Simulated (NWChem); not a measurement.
**C2H7ClOSi (SMILES CO[SiH](C)Cl) at 4 levels**

Aim: a comparison of 4 runs (HF/STO-3G, HF/3-21G, B3LYP/6-31G*) of C2H7ClOSi. 

The calculation is run with NWChem 7.3.0.

### Step 1. The molecule

C2H7ClOSi has 12 atoms, charge 0, and is taken as a singlet. SMILES: `CO[SiH](C)Cl`. The coordinates come from a PBE0-D4/def2-TZVP relaxation. This is one conformer, not always the lowest.

Bond lengths: C1–O2 1.410 Å, O2–Si3 1.630 Å, Si3–C4 1.853 Å, Si3–Cl5 2.067 Å, C1–H6 1.095 Å, C1–H7 1.096 Å, C1–H8 1.091 Å, Si3–H9 1.477 Å, C4–H10 1.092 Å, C4–H11 1.093 Å, C4–H12 1.092 Å. Some angles: C1–O2–Si3 125.4°, O2–Si3–C4 113.1°, O2–Si3–Cl5 109.4°, C4–Si3–Cl5 107.5°, O2–C1–H6 111.2°, O2–C1–H7 111.5°, O2–C1–H8 108.0°, O2–Si3–H9 105.7°, C4–Si3–H9 113.2°, Cl5–Si3–H9 107.8°.

### Step 2. Energy and gradient at HF/STO-3G (run 1)

File geom.nw:

```
echo
start geom
memory 2200 mb
geometry units au noautosym nocenter noautoz
   C     -3.41756970     1.00306663    -0.38229160
   O     -1.86326996     0.16194953     1.61155844
   Si     1.21698362     0.18651597     1.60721207
   C      2.60498746    -1.77955509    -0.93692621
   Cl     2.48801342     3.84445883     1.08980506
   H     -3.07345057     2.99805050    -0.80653511
   H     -3.11275687    -0.10733644    -2.10288723
   H     -5.38175103     0.77894511     0.20106686
   H      1.98175579    -0.62663318     4.16438946
   H      2.06528168    -1.07903362    -2.80227487
   H      1.97117332    -3.73768930    -0.75948093
   H      4.66573380    -1.74705180    -0.81976319
end
basis spherical bse
   C library STO-3G
   O library STO-3G
   Si library STO-3G
   Cl library STO-3G
   H library STO-3G
end
scf
   thresh 1e-08
   maxiter 80
end
task scf gradient
```

Launch:

```console
nwchem geom.nw > geom.out
```

What it wrote:

```text
[...]
  functions       =    40
[...]
  wavefunction    = RHF
[...]
         Total SCF energy =   -893.014477485274
      One-electron energy =  -1843.355846379485
      Two-electron energy =    645.784539906838
 Nuclear repulsion energy =    304.556828987374
        Time for solution =      5.5s
[...]
                         RHF ENERGY GRADIENTS
    atom               coordinates                        gradient
                 x          y          z           x          y          z
   1 C      -3.417570   1.003067  -0.382292   -0.012035  -0.000863   0.003734
   2 O      -1.863270   0.161950   1.611558    0.017672   0.007343  -0.018952
   3 Si      1.216984   0.186516   1.607212   -0.013741   0.018693  -0.021729
   4 C       2.604987  -1.779555  -0.936926   -0.005101   0.003487   0.005619
   5 Cl      2.488013   3.844459   1.089805   -0.005186  -0.013911   0.001622
   6 H      -3.073451   2.998051  -0.806535    0.003066  -0.001637   0.004008
   7 H      -3.112757  -0.107336  -2.102887    0.002647  -0.001877   0.003148
   8 H      -5.381751   0.778945   0.201067    0.002542  -0.000527   0.000732
   9 H       1.981756  -0.626633   4.164389    0.007153  -0.008126   0.026546
  10 H       2.065282  -1.079034  -2.802275   -0.002661   0.004509  -0.007955
  11 H       1.971173  -3.737689  -0.759481   -0.003492  -0.008684   0.001841
[...]
```

Run time: 8.1 s. Hardware: 1 thread of Intel Xeon Platinum 8259CL at 2.50GHz (Skylake/Cascade Lake), shared host; peak memory 0.099 GiB.

### Step 3. Energy and gradient at HF/3-21G (run 2)

File test.nw:

```
start test
memory 2200 mb

geometry units angstrom noautosym nocenter noautoz
   C    -1.808500    0.530800   -0.202300
   O    -0.986000    0.085700    0.852800
   Si    0.644000    0.098700    0.850500
   C     1.378500   -0.941700   -0.495800
   Cl    1.316600    2.034400    0.576700
   H    -1.626400    1.586500   -0.426800
   H    -1.647200   -0.056800   -1.112800
   H    -2.847900    0.412200    0.106400
   H     1.048700   -0.331600    2.203700
   H     1.092900   -0.571000   -1.482900
   H     1.043100   -1.977900   -0.401900
   H     2.469000   -0.924500   -0.433800
end

basis spherical bse
   * library 3-21G
end

scf
   singlet
   rhf
   thresh 1e-08
   maxiter 80
end

task scf gradient
```

Launch:

```console
nwchem test.nw > test.out
```

What it wrote:

```text
[...]
  functions       =    67
[...]
  wavefunction    = RHF
[...]
         Total SCF energy =   -898.612838626580
      One-electron energy =  -1846.816231139073
      Two-electron energy =    643.646541515026
 Nuclear repulsion energy =    304.556850997467
        Time for solution =      6.4s
[...]
                         RHF ENERGY GRADIENTS
    atom               coordinates                        gradient
                 x          y          z           x          y          z
   1 C      -3.417569   1.003067  -0.382292    0.026519  -0.007667   0.017828
   2 O      -1.863270   0.161950   1.611558    0.009564   0.002113  -0.006652
   3 Si      1.216984   0.186516   1.607212   -0.008263   0.038323  -0.028978
   4 C       2.604987  -1.779555  -0.936926   -0.007656   0.007696   0.012900
   5 Cl      2.488013   3.844459   1.089805   -0.014560  -0.040140   0.005855
   6 H      -3.073450   2.998050  -0.806535    0.001836   0.007122  -0.000719
   7 H      -3.112757  -0.107336  -2.102887    0.001023  -0.004184  -0.005534
   8 H      -5.381751   0.778945   0.201067   -0.007856  -0.001196   0.002803
   9 H       1.981756  -0.626633   4.164389   -0.001215  -0.001718   0.003092
  10 H       2.065282  -1.079034  -2.802275   -0.002299   0.003490  -0.003314
  11 H       1.971173  -3.737689  -0.759481   -0.002049  -0.004911   0.001385
[...]
```

Wall time 9.6 s (1 thread of Intel Xeon Platinum 8259CL at 2.50GHz (Skylake/Cascade Lake), shared host); peak memory 0.1 GiB.

Run 3 isn't shown in full; the table further down has it.

### Step 4. Energy and forces at B3LYP/6-31G(d) (spherical functions) (run 4)

File c2h7closi.nw:

```
start c2h7closi
memory 2200 mb

geometry noautosym nocenter noautoz
  C    -1.808500    0.530800   -0.202300
  O    -0.986000    0.085700    0.852800
  Si    0.644000    0.098700    0.850500
  C     1.378500   -0.941700   -0.495800
  Cl    1.316600    2.034400    0.576700
  H    -1.626400    1.586500   -0.426800
  H    -1.647200   -0.056800   -1.112800
  H    -2.847900    0.412200    0.106400
  H     1.048700   -0.331600    2.203700
  H     1.092900   -0.571000   -1.482900
  H     1.043100   -1.977900   -0.401900
  H     2.469000   -0.924500   -0.433800
end

basis spherical bse
  C library 6-31G*
  O library 6-31G*
  Si library 6-31G*
  Cl library 6-31G*
  H library 6-31G*
end

dft
  xc b3lyp
  grid fine
  convergence energy 1e-08
  iterations 100
  mulliken
end

task dft gradient
```

Launch:

```console
nwchem c2h7closi.nw > c2h7closi.out
```

What it wrote:

```text
[...]
          Wavefunction type:  closed shell.
          No. of atoms     :    12
          No. of electrons :    58
[...]
          Charge           :     0
          Spin multiplicity:     1
[...]
          AO basis - number of functions:    92
[...]
              XC Information
              --------------
                         B3LYP Method XC Potential
                     Hartree-Fock (Exact) Exchange  0.200
                        Slater Exchange Functional  0.800 local
                    Becke 1988 Exchange Functional  0.720 non-local
              Lee-Yang-Parr Correlation Functional  0.810
                  VWN I RPA Correlation Functional  0.190 local
[...]
 d= 0,ls=0.0,diis     1   -905.3558581044 -1.21D+03  1.20D-02  6.32D-01     5.3
[...]
 d= 0,ls=0.0,diis     8   -905.4276933171  1.21D-09  3.75D-06  2.55D-07    33.4
         Total DFT energy =     -905.427693317146
      One electron energy =    -1853.641062154158
           Coulomb energy =      715.077360182237
    Exchange-Corr. energy =      -71.420842342692
 Nuclear repulsion energy =      304.556850997467
[...]
      Total Density - Mulliken Population Analysis
     ---------------------------------------------
    Atom       Charge   Shell Charges
 -----------   ------   -------------------------------------------------------
    1 C    6     6.20   2.00  0.68  2.07  0.56  0.83  0.06
    2 O    8     8.53   2.00  0.89  2.96  0.92  1.74  0.02
    3 Si  14    13.24   2.00  2.00  5.96  0.95  1.69  0.09  0.24  0.32
    4 C    6     6.68   2.00  0.67  2.15  0.68  1.17  0.02
    5 Cl  17    17.30   2.00  2.00  5.97  1.40  3.65  0.55  1.70  0.02
    6 H    1     0.84   0.53  0.31
    7 H    1     0.86   0.53  0.32
    8 H    1     0.84   0.53  0.30
    9 H    1     1.07   0.52  0.55
   10 H    1     0.82   0.52  0.30
[...]
  wavefunction    = closed shell
                         DFT ENERGY GRADIENTS
    atom               coordinates                        gradient
                 x          y          z           x          y          z
   1 C      -3.417569   1.003067  -0.382292    0.004218  -0.001894   0.004276
   2 O      -1.863270   0.161950   1.611558    0.007879   0.002496  -0.005939
   3 Si      1.216984   0.186516   1.607212   -0.006478   0.004489  -0.006276
   4 C       2.604987  -1.779555  -0.936926   -0.001851   0.001714   0.002181
   5 Cl      2.488013   3.844459   1.089805   -0.003854  -0.009324   0.000813
   6 H      -3.073450   2.998050  -0.806535    0.000168  -0.001688   0.000508
   7 H      -3.112757  -0.107336  -2.102887   -0.000028   0.000992   0.001782
   8 H      -5.381751   0.778945   0.201067    0.001947   0.000143  -0.000390
   9 H       1.981756  -0.626633   4.164389   -0.000111   0.000137  -0.000264
  10 H       2.065282  -1.079034  -2.802275    0.000137   0.000137   0.002318
  11 H       1.971173  -3.737689  -0.759481    0.000299   0.002181   0.000410
[...]
```

It took 50 s on 1 thread of Intel Xeon Platinum 8259CL at 2.50GHz (Skylake/Cascade Lake), shared host; peak memory 0.13 GiB.

### Step 5. Overview of the runs

```
run                               level  Cartesian functions  iteration cap  energy (Eh)  dipole moment (D)  HOMO energy (eV)  LUMO energy (eV)  wall time
  1                           HF/STO-3G                   no             80  -893.014477               2.78             -9.39              9.84      8.1 s
  2                            HF/3-21G                   no             80  -898.612839               3.13            -11.83              4.96      9.6 s
  3  B3LYP/6-31G* (Cartesian functions)                  yes            100  -905.435155                  –                 –                 –       50 s
  4  B3LYP/6-31G* (spherical functions)                   no            100  -905.427693               2.35             -7.98              1.27       50 s
```

### Step 6. Outcome

```
                       quantity          value
            run 4: total energy  -905.42769 Eh
           run 4: dipole moment         2.35 D
             run 4: HOMO energy       -7.98 eV
             run 4: LUMO energy        1.27 eV
           run 4: HOMO–LUMO gap        9.24 eV
run 4: largest force on an atom     0.523 eV/Å
```

Over runs 1, 2, 4 the dipole moment (its size) runs from 2.35 D (B3LYP/6-31G*) to 3.13 D (HF/3-21G). The two ends differ in method and basis. Over runs 1, 2, 4 the HOMO–LUMO gap runs from 9.24 eV (B3LYP/6-31G*) to 19.22 eV (HF/STO-3G). In run 1 the basis is minimal, so the values are rough. All runs together took 2 min, the longest 50 s.
